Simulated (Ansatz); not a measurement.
# NaLa: the cost of one run

All numbers are computed with Ansatz 0.2.0, driven from Python. Level of theory: DFT PBE, all-electron LAPW.

## Step 1: Starting point

It takes space group P-6m2 (No. 187, hexagonal). The conventional cell has a = 3.606 Å, b = 3.606 Å, c = 6.484 Å, α = 90.00°, β = 90.00°, γ = 120.00°. Around Na (site symmetry -6m2) lie 6 Na at 3.61 Å and 6 La at 3.85 Å. La (site symmetry -6m2) has 6 La at 3.61 Å and 6 Na at 3.85 Å as nearest neighbours.

No structure file is read: the coordinates are typed or built in the script.

## Step 2: Script

Input file run_eos_lapw.py:

```python
# -*- coding: utf-8 -*-
"""E(V) of NaLa on LAPW."""

import ansatz as az
from ase.eos import EquationOfState
from ase.units import GPa
import numpy as np

VECTORS = np.array([
    [3.60625, 0.0, 0.0],
    [-1.80313, 3.1231, 0.0],
    [0.0, 0.0, 6.48378],
])
SITES = [
    ("Na", [0.0, 0.0, 0.0]),
    ("La", [1 / 3, 2 / 3, 0.5]),
]


def make_crystal(cell):
    crystal = az.Crystal(lattice=az.Lattice.of(cell))
    for symbol, position in SITES:
        crystal = crystal.atom(symbol, position)
    return crystal

volumes, energies = [], []
for scale in np.linspace(0.92, 1.08, 5):
    cell = VECTORS * scale ** (1 / 3)
    calc = make_crystal(cell).calculation()
    calc = calc.functional("pbe")
    calc = calc.occupations("cold").scf(tolerance=1e-10)
    calc = calc.kpoints(9, 9, 5)
    calc = calc.pseudopotentials("all_electron", lapw=True)
    data = calc.run().report
    volumes.append(abs(np.linalg.det(cell)) / len(SITES))
    energies.append(data["free_energy_ev"] / len(SITES))
    print(f"{scale:.3f} {volumes[-1]:9.4f} A^3/atom {energies[-1]:16.5f} eV/atom  (estimated basis error {1000 * data['lapw_basis_errors']['total_ev_per_atom']:.2f} meV/atom)")
v0, e0, bulk = EquationOfState(volumes, energies, eos="birchmurnaghan").fit()
print(f"V0 = {v0:.4f} A^3/atom, B0 = {bulk / GPa:.1f} GPa")
```

## Step 3: The input behind the calls

The engine receives this input (first run):

```yaml
crystal:
  lattice:
    - [3.50739845455175, 0.0, 0.0]
    - [-1.7537040902200058, 3.037492163164109, 0.0]
    - [0.0, 0.0, 6.306051979661294]
  atoms:
    - { symbol: Na, position: [0.0, 0.0, 0.0] }
    - { symbol: La, position: [0.3333333333333333, 0.6666666666666666, 0.5] }
kpoints:
  mp_grid:
    grid: [9, 9, 5]
hamiltonian:
  xc: pbe
  pseudopotentials:
    kind: all_electron
    lapw: {}
scf:
  convergence:
    dr2_threshold: 1.0e-10
  occupations:
    method: cold
```

## Step 4: Launch

Started as:

```sh
python run_eos_lapw.py
```

**Question.** How long does this script take on 1 thread of Arm Neoverse V2, shared host, and how much memory does it need?

About 87 s, with a peak of 0.37 GiB.
